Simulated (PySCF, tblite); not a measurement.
**CH6GeO: dynamics, then NMR shifts and electronic excitations on frames**

How do NMR shifts and electronic excitations of CH6GeO (`C[O][GeH3]`) change as the atoms move?

Programs: tblite 0.8.0 and PySCF 2.14.0, with density-fitted response routines of our own. Each step states its level of theory. These are calculated values for one molecule in the gas phase, unless marked as measured. Atoms count from 0, in the outputs and in this text.

### Step 1. Starting geometry

9 atoms, charge 0, multiplicity 1; geometry from: GFN2-xTB.

Bonds of the start (Å): C0–O1 1.41, O1–Ge2 1.75, C0–H3 1.09, C0–H4 1.09, C0–H5 1.09, Ge2–H6 1.51, Ge2–H7 1.49, Ge2–H8 1.51.

### Step 2. Dynamics with GFN2-xTB

Job settings and geometry (Å):

```
{"job": {"kind": "md", "xc": "GFN2-xTB", "basis": "xTB", "temperature": 300, "steps": 2000, "every": 50, "frames": 5}, "charge": 0, "multiplicity": 1}
C      1.381618     0.088282     0.324519
O      0.313249     0.359684    -0.554632
Ge    -1.364090    -0.057238    -0.288832
H      1.503308    -0.985365     0.490777
H      2.287977     0.479517    -0.140191
H      1.240293     0.576633     1.292339
H     -1.511741    -1.548338    -0.146677
H     -1.964554     0.481928    -1.535880
H     -1.872500     0.610892     0.960637
```

With the program's defaults for keys left out, this is: GFN2-xTB Langevin dynamics, gas phase.

On the command line:

```console
OMP_NUM_THREADS=1 python probes_run.py task.json out
```

This one command runs all jobs of the session in turn.

Log:

```text
t/fs     T/K      E/eV
    0.0   279.1   -304.54583
   25.0   187.2   -304.39972
   50.0   133.1   -304.37112
   75.0   105.7   -304.34537
  100.0   238.4   -304.42089
  125.0   257.2   -304.40161
  150.0   254.8   -304.36981
  175.0   287.8   -304.30664
  200.0   315.9   -304.43480
  225.0   288.6   -304.29923
  250.0   235.2   -304.28485
  275.0   339.8   -304.27308
  300.0   252.3   -304.22737
  325.0   271.4   -304.28391
  350.0   220.2   -304.26818
  375.0   293.8   -304.29773
  400.0   339.5   -304.36276
  425.0   252.0   -304.26781
  450.0   112.0   -304.10847
  475.0   198.9   -304.28539
  500.0   360.4   -304.33107
  525.0   297.0   -304.31704
  550.0   273.9   -304.27220
  575.0   248.4   -304.14658
  600.0   343.7   -304.36069
  625.0   225.9   -304.22810
  650.0   360.9   -304.43537
  675.0   349.9   -304.38492
  700.0   281.2   -304.28474
  725.0   317.9   -304.37555
  750.0   305.1   -304.35238
  775.0   394.8   -304.37253
  800.0   362.2   -304.32220
  825.0   274.5   -304.18235
  850.0   297.2   -304.25000
  875.0   242.2   -304.24511
  900.0   273.4   -304.28416
  925.0   223.1   -304.30205
  950.0   275.1   -304.32169
  975.0   326.2   -304.30332
 1000.0   254.1   -304.19272
```

It took 15 s on 1 thread of Intel Xeon at 2.50GHz, shared host; peak memory 0.18 GiB.

Distance from the start (root mean square after alignment): 0 fs 0.00 Å, 200 fs 0.05 Å, 400 fs 0.17 Å, 600 fs 0.49 Å, 800 fs 1.03 Å, 1000 fs 1.02 Å.

Positions (Å) and forces (eV/Å) at 1000 fs:

```xyz
9

C    -0.600    1.044    1.107   -1.181   -0.445    2.088
O    -0.699    0.506   -0.144    0.016   -0.587   -0.970
Ge   -2.103   -0.219   -0.883   -0.572   -0.528   -0.365
H    -1.584    1.089    1.626    0.087    0.746   -0.470
H    -0.092    0.426    1.827    0.966   -0.834    0.043
H    -0.085    1.974    1.117    0.088    0.961   -0.289
H    -1.839   -1.612   -1.449    0.276    0.255    0.209
H    -2.314    0.712   -2.022   -0.209    0.087   -0.173
H    -3.364   -0.416   -0.003    0.530    0.347   -0.075
```

### Step 3. Nuclear shieldings: 250 fs, PBE0/pcSseg-1

Job settings and geometry (Å):

```
{"job": {"kind": "nmr", "xc": "PBE0", "basis": "pcSseg-1", "pop": false}, "charge": 0, "multiplicity": 1}
C      1.517700    -0.438000     0.767600
O      0.533600     0.195000    -0.018500
Ge    -1.153300    -0.401800    -0.369900
H      1.558900    -1.504300     0.649100
H      2.442900     0.039500     0.423800
H      1.523100    -0.217400     1.817200
H     -1.095300    -1.847100    -0.867000
H     -1.431600     0.731400    -1.190600
H     -1.791900    -0.360500     0.998300
```

Level: GIAO PBE0/pcSseg-1 NMR shielding, non-relativistic, gas phase.

Log:

```text
coarse grid: 32608 points
cycle   1  E = -2193.1567255016  dE = -5.011e-01  |g| = 1.090e+00  |ddm| = 2.609e+00
cycle   2  E = -2192.8259375912  dE =  3.308e-01  |g| = 1.665e+00  |ddm| = 1.886e+00
cycle   3  E = -2193.2714422562  dE = -4.455e-01  |g| = 3.019e-01  |ddm| = 1.534e+00
cycle   4  E = -2193.2866301521  dE = -1.519e-02  |g| = 7.369e-02  |ddm| = 2.124e-01
cycle   5  E = -2193.2871334914  dE = -5.033e-04  |g| = 1.218e-02  |ddm| = 4.975e-02
cycle   6  E = -2193.2871564585  dE = -2.297e-05  |g| = 3.336e-03  |ddm| = 1.118e-02
cycle   7  E = -2193.2871588259  dE = -2.367e-06  |g| = 7.042e-04  |ddm| = 2.468e-03
final grid: 67688 points
cycle   8  E = -2193.2871324808  dE = -7.214e-09  |g| = 7.685e-04  |ddm| = 1.370e-03
cycle   9  E = -2193.2871324273  dE =  5.352e-08  |g| = 9.349e-04  |ddm| = 1.268e-03
cycle  10  E = -2193.2871326036  dE = -1.763e-07  |g| = 1.476e-04  |ddm| = 7.314e-04
cycle  11  E = -2193.2871326073  dE = -3.762e-09  |g| = 1.084e-05  |ddm| = 8.859e-05
cycle  12  E = -2193.2871326074  dE = -2.865e-11  |g| = 1.018e-06  |ddm| = 1.158e-05
converged SCF energy = -2193.2871326074

GIAO shielding tensors (ppm)
atom      isotropic    diamagn.    paramagn.     s11        s22        s33       span
  0 C      131.010     240.785    -109.775     98.280    103.826    190.923     92.644
  1 O      352.703     400.585     -47.883    287.103    363.441    407.564    120.462
  2 Ge    1386.554    2757.508   -1370.954   1265.034   1298.764   1595.864    330.830
  3 H       28.799      29.438      -0.639     24.574     26.111     35.712     11.137
  4 H       27.415      28.395      -0.980     22.377     25.133     34.734     12.357
  5 H       28.573      29.576      -1.002     25.090     25.736     34.894      9.804
  6 H       26.299      28.400      -2.101     20.465     22.085     36.348     15.884
  7 H       27.433      30.549      -3.116     19.505     23.561     39.232     19.727
  8 H       26.633      29.213      -2.581     20.013     22.645     37.240     17.227
```

Run time: 17 s. Hardware: 1 thread of Intel Xeon at 2.50GHz, shared host; peak memory 0.46 GiB.

Shifts follow as δ = σ(reference) − σ, with reference shieldings (ppm) from runs at the same level and on the same kind of geometry: ¹H TMS 31.72, ¹³C TMS 186.9, ¹⁷O H2O 336.1, ⁷³Ge GeMe4 1331. The references are single molecules in the gas phase, so shifts against H2O, NH3, PH3, H3PO4 or CFCl3 are not on the usual liquid scales and can be off by tens of ppm. Each atom is listed at this fixed geometry, with no averaging over motion; a spectrum would average atoms that exchange fast.

```csv
atoms,environment,σ (ppm),δ (ppm)
C0,methyl carbon bonded to O,131.0,55.9
H6,hydrogen on a germanium bonded to O,26.30,5.42
H8,hydrogen on a germanium bonded to O,26.63,5.08
H4,hydrogen on a methyl carbon bonded to O,27.41,4.30
H7,hydrogen on a germanium bonded to O,27.43,4.28
H5,hydrogen on a methyl carbon bonded to O,28.57,3.14
H3,hydrogen on a methyl carbon bonded to O,28.80,2.92
O1,"oxygen bonded to C, Ge",352.7,-16.6
Ge2,"germanium bonded to O, 3 H",1387,-56
```

### Step 4. Excited states and response: 250 fs, PBE0/def2-SVPD

Same as in step 3 but for these lines:

```diff
@@ -1,2 +1,2 @@
-{"job": {"kind": "nmr", "xc": "PBE0", "basis": "pcSseg-1", "pop": false}, "charge": 0, "multiplicity": 1}
+{"job": {"kind": "uv", "xc": "PBE0", "basis": "def2-SVPD", "nstates": 5, "ntriplets": 0}, "charge": 0, "multiplicity": 1}
 C      1.517700    -0.438000     0.767600
```

Level: TDDFT PBE0/def2-SVPD, vertical, gas phase, core orbitals frozen in the response.

Log:

```text
coarse grid: 32608 points
cycle   1  E = -2193.0807206435  dE = -4.571e-01  |g| = 7.453e-01  |ddm| = 3.302e+00
cycle   2  E = -2192.7763901022  dE =  3.043e-01  |g| = 1.429e+00  |ddm| = 1.977e+00
cycle   3  E = -2193.1776253444  dE = -4.012e-01  |g| = 1.358e-01  |ddm| = 1.468e+00
cycle   4  E = -2193.1801734801  dE = -2.548e-03  |g| = 4.825e-02  |ddm| = 1.626e-01
cycle   5  E = -2193.1804326362  dE = -2.592e-04  |g| = 5.218e-03  |ddm| = 3.977e-02
cycle   6  E = -2193.1804376871  dE = -5.051e-06  |g| = 1.392e-03  |ddm| = 7.580e-03
final grid: 67688 points
cycle   7  E = -2193.1804102675  dE =  6.924e-08  |g| = 1.552e-03  |ddm| = 4.102e-03
cycle   8  E = -2193.1804100668  dE =  2.007e-07  |g| = 1.845e-03  |ddm| = 3.194e-03
cycle   9  E = -2193.1804108175  dE = -7.508e-07  |g| = 2.282e-04  |ddm| = 1.737e-03
cycle  10  E = -2193.1804108279  dE = -1.035e-08  |g| = 1.473e-05  |ddm| = 2.085e-04
cycle  11  E = -2193.1804108279  dE = -2.547e-11  |g| = 3.359e-06  |ddm| = 1.529e-05
converged SCF energy = -2193.1804108279

Static polarisability (au): isotropic 48.640, principal 44.420 45.543 55.956

Singlet excitations
state   eV       nm        f      main configurations
  1   5.7018    217.4   0.00141   H->L 0.98
  2   6.5890    188.2   0.03451   H-1->L 0.97
  3   6.7267    184.3   0.02599   H->L+1 0.98
  4   7.4365    166.7   0.00328   H->L+2 0.71, H-1->L+1 0.26
  5   7.6006    163.1   0.00277   H->L+3 0.97
```

Wall time 19 s (1 thread of Intel Xeon at 2.50GHz, shared host); peak memory 0.56 GiB.

Frontier orbitals and where they lie:

```csv
orbital,eV,atoms
HOMO−3,-10.21,"Ge2 36 %, H7 22 %, H6 20 %"
HOMO−2,-9.90,"Ge2 36 %, H8 26 %, H7 10 %"
HOMO−1,-8.16,"O1 60 %, C0 14 %, Ge2 8 %"
HOMO,-7.39,"O1 60 %, C0 13 %, Ge2 7 %"
LUMO,-0.28,"Ge2 47 %, H6 12 %, H7 11 %"
LUMO+1,0.44,"Ge2 57 %, H6 14 %, H7 10 %"
LUMO+2,1.29,"Ge2 56 %, H6 17 %, H7 14 %"
```

With each of the 5 states as a Gaussian band of 0.4 eV half-width at 1/e, the curve within the window shown has maxima at 187 nm (ε 2,400) L/(mol cm). Beyond the last state computed it falls off for lack of states. The curve at chosen wavelengths:

(nm, ε (L/mol/cm)): (157, 99), (160, 170), (164, 248), (167, 292), (171, 435), (174, 712), (178, 1343), (181, 1877), (185, 2340), (188, 2347), (191, 2071), (195, 1467), (198, 1006), (202, 536), (205, 314), (209, 157), (212, 105), (215, 80), (219, 64), (222, 55), (226, 44), (229, 35), (233, 23), (236, 16), (240, 10), (243, 6)

Ground-state properties from the same run:

```csv
property,computed
dipole moment (D),1.50
polarisability (Å³),7.21
HOMO–LUMO gap (eV),7.11
−ε(HOMO) (eV),7.39
```

### Step 5. Nuclear shieldings: 425 fs, PBE0/pcSseg-1

Job settings and geometry (Å):

```
{"job": {"kind": "nmr", "xc": "PBE0", "basis": "pcSseg-1", "pop": false}, "charge": 0, "multiplicity": 1}
C      1.549100    -0.575000     0.377500
O      0.365600     0.127200    -0.027600
Ge    -1.051600    -0.771500    -0.594600
H      1.732000    -1.307800    -0.425500
H      2.326200     0.204600     0.418300
H      1.477700    -1.000200     1.383200
H     -0.836700    -2.105000    -1.215800
H     -1.603600     0.255500    -1.452400
H     -1.806900    -0.799700     0.665100
```

With the program's defaults for keys left out, this is: GIAO PBE0/pcSseg-1 NMR shielding, non-relativistic, gas phase.

Log:

```text
coarse grid: 32608 points
cycle   1  E = -2193.1597706410  dE = -4.810e-01  |g| = 1.088e+00  |ddm| = 2.619e+00
cycle   2  E = -2192.8616076008  dE =  2.982e-01  |g| = 1.620e+00  |ddm| = 1.801e+00
cycle   3  E = -2193.2734903820  dE = -4.119e-01  |g| = 2.861e-01  |ddm| = 1.447e+00
cycle   4  E = -2193.2870695905  dE = -1.358e-02  |g| = 7.114e-02  |ddm| = 1.989e-01
cycle   5  E = -2193.2875328117  dE = -4.632e-04  |g| = 1.088e-02  |ddm| = 4.691e-02
cycle   6  E = -2193.2875507879  dE = -1.798e-05  |g| = 3.035e-03  |ddm| = 9.987e-03
cycle   7  E = -2193.2875527914  dE = -2.003e-06  |g| = 6.612e-04  |ddm| = 2.272e-03
final grid: 67688 points
cycle   8  E = -2193.2875243046  dE = -3.871e-09  |g| = 7.228e-04  |ddm| = 1.260e-03
cycle   9  E = -2193.2875242658  dE =  3.874e-08  |g| = 8.525e-04  |ddm| = 1.162e-03
cycle  10  E = -2193.2875244168  dE = -1.510e-07  |g| = 1.134e-04  |ddm| = 6.518e-04
cycle  11  E = -2193.2875244190  dE = -2.234e-09  |g| = 1.069e-05  |ddm| = 6.922e-05
cycle  12  E = -2193.2875244191  dE = -1.592e-11  |g| = 1.179e-06  |ddm| = 1.115e-05
converged SCF energy = -2193.2875244191

GIAO shielding tensors (ppm)
atom      isotropic    diamagn.    paramagn.     s11        s22        s33       span
  0 C      123.325     244.023    -120.698     91.933     98.039    180.003     88.070
  1 O      354.524     401.323     -46.798    293.578    345.392    424.603    131.025
  2 Ge    1388.677    2757.556   -1368.879   1238.293   1292.784   1634.954    396.661
  3 H       27.558      28.738      -1.180     22.651     25.319     34.705     12.054
  4 H       27.176      28.532      -1.357     22.836     25.083     33.608     10.772
  5 H       27.675      29.137      -1.463     24.196     25.192     33.636      9.440
  6 H       27.138      29.253      -2.115     21.492     22.424     37.499     16.007
  7 H       27.601      30.537      -2.936     20.074     23.313     39.416     19.342
  8 H       27.158      30.128      -2.971     19.581     23.146     38.746     19.164
```

Wall time 15 s (1 thread of Intel Xeon at 2.50GHz, shared host); peak memory 0.48 GiB.

In short: δ C0 63.6, O1 -18.4, Ge2 -58, H6 4.58, H8 4.56 ppm.

### Step 6. Excited states and response: 425 fs, PBE0/def2-SVPD

Same as in step 5 but for these lines:

```diff
@@ -1,2 +1,2 @@
-{"job": {"kind": "nmr", "xc": "PBE0", "basis": "pcSseg-1", "pop": false}, "charge": 0, "multiplicity": 1}
+{"job": {"kind": "uv", "xc": "PBE0", "basis": "def2-SVPD", "nstates": 5, "ntriplets": 0}, "charge": 0, "multiplicity": 1}
 C      1.549100    -0.575000     0.377500
```

Level: TDDFT PBE0/def2-SVPD, vertical, gas phase, core orbitals frozen in the response.

Log:

```text
coarse grid: 32608 points
cycle   1  E = -2193.0831521938  dE = -4.358e-01  |g| = 7.449e-01  |ddm| = 3.269e+00
cycle   2  E = -2192.8064185982  dE =  2.767e-01  |g| = 1.388e+00  |ddm| = 1.904e+00
cycle   3  E = -2193.1781398841  dE = -3.717e-01  |g| = 1.295e-01  |ddm| = 1.391e+00
cycle   4  E = -2193.1804872644  dE = -2.347e-03  |g| = 4.491e-02  |ddm| = 1.539e-01
cycle   5  E = -2193.1807080987  dE = -2.208e-04  |g| = 4.763e-03  |ddm| = 3.616e-02
cycle   6  E = -2193.1807124255  dE = -4.327e-06  |g| = 1.234e-03  |ddm| = 7.138e-03
final grid: 67688 points
cycle   7  E = -2193.1806752461  dE =  5.686e-08  |g| = 1.377e-03  |ddm| = 3.392e-03
cycle   8  E = -2193.1806750651  dE =  1.809e-07  |g| = 1.668e-03  |ddm| = 2.790e-03
cycle   9  E = -2193.1806756851  dE = -6.200e-07  |g| = 2.188e-04  |ddm| = 1.508e-03
cycle  10  E = -2193.1806756945  dE = -9.411e-09  |g| = 1.311e-05  |ddm| = 1.940e-04
cycle  11  E = -2193.1806756946  dE = -4.138e-11  |g| = 3.257e-06  |ddm| = 1.833e-05
converged SCF energy = -2193.1806756946

Static polarisability (au): isotropic 47.405, principal 43.384 44.828 54.002

Singlet excitations
state   eV       nm        f      main configurations
  1   5.9836    207.2   0.00027   H->L 0.98
  2   6.9379    178.7   0.03299   H->L+1 0.98
  3   7.1500    173.4   0.03223   H-1->L 0.96
  4   7.5570    164.1   0.01894   H->L+2 0.96
  5   7.7196    160.6   0.00731   H->L+3 0.95
```

Run time: 19 s. Hardware: 1 thread of Intel Xeon at 2.50GHz, shared host; peak memory 0.55 GiB.

Key values: HOMO -7.53 eV, LUMO -0.02 eV; lowest singlet 5.98 eV.

### Step 7. Nuclear shieldings: 625 fs, PBE0/pcSseg-1

Job settings and geometry (Å):

```
{"job": {"kind": "nmr", "xc": "PBE0", "basis": "pcSseg-1", "pop": false}, "charge": 0, "multiplicity": 1}
C      0.839900    -0.289000     0.789500
O     -0.156600     0.189200     0.050900
Ge    -1.562300    -0.565400    -0.662100
H      1.765800    -0.272100     0.293400
H      0.823500     0.269400     1.775400
H      0.677000    -1.334700     1.140100
H     -1.081800    -1.534600    -1.745900
H     -2.320900     0.606100    -1.175000
H     -2.403900    -1.408300     0.194700
```

Level: GIAO PBE0/pcSseg-1 NMR shielding, non-relativistic, gas phase.

Log:

```text
coarse grid: 32608 points
cycle   1  E = -2193.1699685309  dE = -3.708e-01  |g| = 1.071e+00  |ddm| = 2.646e+00
cycle   2  E = -2192.9500795302  dE =  2.199e-01  |g| = 1.494e+00  |ddm| = 1.599e+00
cycle   3  E = -2193.2767699032  dE = -3.267e-01  |g| = 2.462e-01  |ddm| = 1.244e+00
cycle   4  E = -2193.2869490678  dE = -1.018e-02  |g| = 6.504e-02  |ddm| = 1.842e-01
cycle   5  E = -2193.2873458952  dE = -3.968e-04  |g| = 8.261e-03  |ddm| = 4.227e-02
cycle   6  E = -2193.2873553880  dE = -9.493e-06  |g| = 2.150e-03  |ddm| = 7.520e-03
final grid: 67688 points
cycle   7  E = -2193.2873728776  dE =  1.570e-07  |g| = 2.355e-03  |ddm| = 2.975e-03
cycle   8  E = -2193.2873725778  dE =  2.998e-07  |g| = 2.661e-03  |ddm| = 3.055e-03
cycle   9  E = -2193.2873740858  dE = -1.508e-06  |g| = 1.645e-04  |ddm| = 1.590e-03
cycle  10  E = -2193.2873740898  dE = -4.061e-09  |g| = 3.474e-05  |ddm| = 1.206e-04
cycle  11  E = -2193.2873740900  dE = -2.055e-10  |g| = 4.768e-06  |ddm| = 2.723e-05
converged SCF energy = -2193.2873740900

GIAO shielding tensors (ppm)
atom      isotropic    diamagn.    paramagn.     s11        s22        s33       span
  0 C      133.720     242.101    -108.381    104.856    107.584    188.719     83.863
  1 O      379.960     401.848     -21.888    328.463    381.122    430.296    101.832
  2 Ge    1407.814    2755.642   -1347.828   1255.000   1297.205   1671.238    416.239
  3 H       28.460      29.899      -1.439     24.202     25.324     35.855     11.653
  4 H       26.687      27.673      -0.986     21.674     24.270     34.117     12.443
  5 H       27.855      29.096      -1.241     23.280     25.603     34.681     11.402
  6 H       26.667      28.281      -1.614     20.223     22.631     37.147     16.924
  7 H       27.203      28.836      -1.633     20.313     22.949     38.346     18.033
  8 H       27.333      29.235      -1.903     20.912     22.445     38.640     17.728
```

It took 17 s on 1 thread of Intel Xeon at 2.50GHz, shared host; peak memory 0.48 GiB.

This run: δ C0 53.2, O1 -43.9, Ge2 -77, H6 5.05, H4 5.03 ppm.

### Step 8. Ultraviolet spectrum: 625 fs, PBE0/def2-SVPD

Same as in step 7 but for these lines:

```diff
@@ -1,2 +1,2 @@
-{"job": {"kind": "nmr", "xc": "PBE0", "basis": "pcSseg-1", "pop": false}, "charge": 0, "multiplicity": 1}
+{"job": {"kind": "uv", "xc": "PBE0", "basis": "def2-SVPD", "nstates": 5, "ntriplets": 0}, "charge": 0, "multiplicity": 1}
 C      0.839900    -0.289000     0.789500
```

Method: TDDFT PBE0/def2-SVPD, vertical, gas phase, core orbitals frozen in the response.

Log:

```text
coarse grid: 32608 points
cycle   1  E = -2193.0937851252  dE = -3.265e-01  |g| = 7.198e-01  |ddm| = 3.431e+00
cycle   2  E = -2192.8973353709  dE =  1.964e-01  |g| = 1.236e+00  |ddm| = 1.914e+00
cycle   3  E = -2193.1789670074  dE = -2.816e-01  |g| = 1.146e-01  |ddm| = 1.310e+00
cycle   4  E = -2193.1809074169  dE = -1.940e-03  |g| = 3.764e-02  |ddm| = 1.384e-01
cycle   5  E = -2193.1810626028  dE = -1.552e-04  |g| = 3.884e-03  |ddm| = 3.150e-02
cycle   6  E = -2193.1810653824  dE = -2.780e-06  |g| = 8.879e-04  |ddm| = 5.781e-03
final grid: 67688 points
cycle   7  E = -2193.1810775125  dE =  6.403e-10  |g| = 9.798e-04  |ddm| = 3.286e-03
cycle   8  E = -2193.1810774670  dE =  4.551e-08  |g| = 1.080e-03  |ddm| = 1.965e-03
cycle   9  E = -2193.1810777328  dE = -2.658e-07  |g| = 3.400e-05  |ddm| = 1.020e-03
cycle  10  E = -2193.1810777329  dE = -1.683e-10  |g| = 9.587e-06  |ddm| = 3.743e-05
converged SCF energy = -2193.1810777329

Static polarisability (au): isotropic 47.951, principal 44.053 45.614 54.188

Singlet excitations
state   eV       nm        f      main configurations
  1   6.2622    198.0   0.00105   H->L 0.98
  2   6.9026    179.6   0.02663   H-1->L 0.95
  3   7.0276    176.4   0.05470   H->L+1 0.96
  4   7.6118    162.9   0.04095   H-1->L+1 0.93
  5   7.8794    157.4   0.00655   H->L+2 0.82, H->L+4 0.15
```

Run time: 20 s. Hardware: 1 thread of Intel Xeon at 2.50GHz, shared host; peak memory 0.56 GiB.

Key values: HOMO -7.67 eV, LUMO 0.08 eV; lowest singlet 6.26 eV.

### Step 9. Shielding tensors: 800 fs, PBE0/pcSseg-1

Job settings and geometry (Å):

```
{"job": {"kind": "nmr", "xc": "PBE0", "basis": "pcSseg-1", "pop": false}, "charge": 0, "multiplicity": 1}
C      0.322900     0.451300     1.094700
O     -0.476700     0.592800    -0.112200
Ge    -1.973900    -0.240500    -0.552400
H      1.057500     1.256100     0.915300
H     -0.286500     0.549700     2.054500
H      0.759500    -0.517800     1.062500
H     -1.640600    -1.681000    -0.433300
H     -2.207900     0.424500    -1.857400
H     -2.987600     0.206500     0.474100
```

Method: GIAO PBE0/pcSseg-1 NMR shielding, non-relativistic, gas phase.

Log:

```text
coarse grid: 32608 points
cycle   1  E = -2193.1594054665  dE = -5.472e-01  |g| = 1.095e+00  |ddm| = 2.598e+00
cycle   2  E = -2192.8561019683  dE =  3.033e-01  |g| = 1.632e+00  |ddm| = 1.828e+00
cycle   3  E = -2193.2755426685  dE = -4.194e-01  |g| = 2.868e-01  |ddm| = 1.475e+00
cycle   4  E = -2193.2890419745  dE = -1.350e-02  |g| = 7.117e-02  |ddm| = 1.993e-01
cycle   5  E = -2193.2895018044  dE = -4.598e-04  |g| = 1.146e-02  |ddm| = 4.729e-02
cycle   6  E = -2193.2895222071  dE = -2.040e-05  |g| = 3.334e-03  |ddm| = 1.050e-02
cycle   7  E = -2193.2895246813  dE = -2.474e-06  |g| = 6.451e-04  |ddm| = 2.452e-03
final grid: 67688 points
cycle   8  E = -2193.2895016594  dE = -8.680e-09  |g| = 6.977e-04  |ddm| = 1.252e-03
cycle   9  E = -2193.2895016231  dE =  3.622e-08  |g| = 8.266e-04  |ddm| = 1.127e-03
cycle  10  E = -2193.2895017638  dE = -1.407e-07  |g| = 1.091e-04  |ddm| = 6.291e-04
cycle  11  E = -2193.2895017659  dE = -2.075e-09  |g| = 1.282e-05  |ddm| = 6.830e-05
cycle  12  E = -2193.2895017659  dE = -1.182e-11  |g| = 1.459e-06  |ddm| = 1.261e-05
converged SCF energy = -2193.2895017659

GIAO shielding tensors (ppm)
atom      isotropic    diamagn.    paramagn.     s11        s22        s33       span
  0 C      121.664     245.922    -124.258     88.747     98.307    177.937     89.190
  1 O      350.482     402.370     -51.888    278.548    369.991    402.907    124.359
  2 Ge    1393.885    2757.339   -1363.455   1272.223   1297.132   1612.299    340.076
  3 H       26.578      28.986      -2.408     21.636     24.587     33.510     11.874
  4 H       27.155      28.249      -1.093     23.586     24.963     32.917      9.330
  5 H       28.189      31.452      -3.263     24.111     25.966     34.491     10.380
  6 H       26.816      29.390      -2.574     20.202     22.591     37.654     17.452
  7 H       26.869      29.217      -2.348     19.870     22.769     37.970     18.100
  8 H       26.769      28.825      -2.055     20.368     22.525     37.415     17.047
```

Wall time 14 s (1 thread of Intel Xeon at 2.50GHz, shared host); peak memory 0.48 GiB.

This run: δ C0 65.3, O1 -14.4, Ge2 -63, H3 5.14, H8 4.95 ppm.

[end of part 1 of 2]
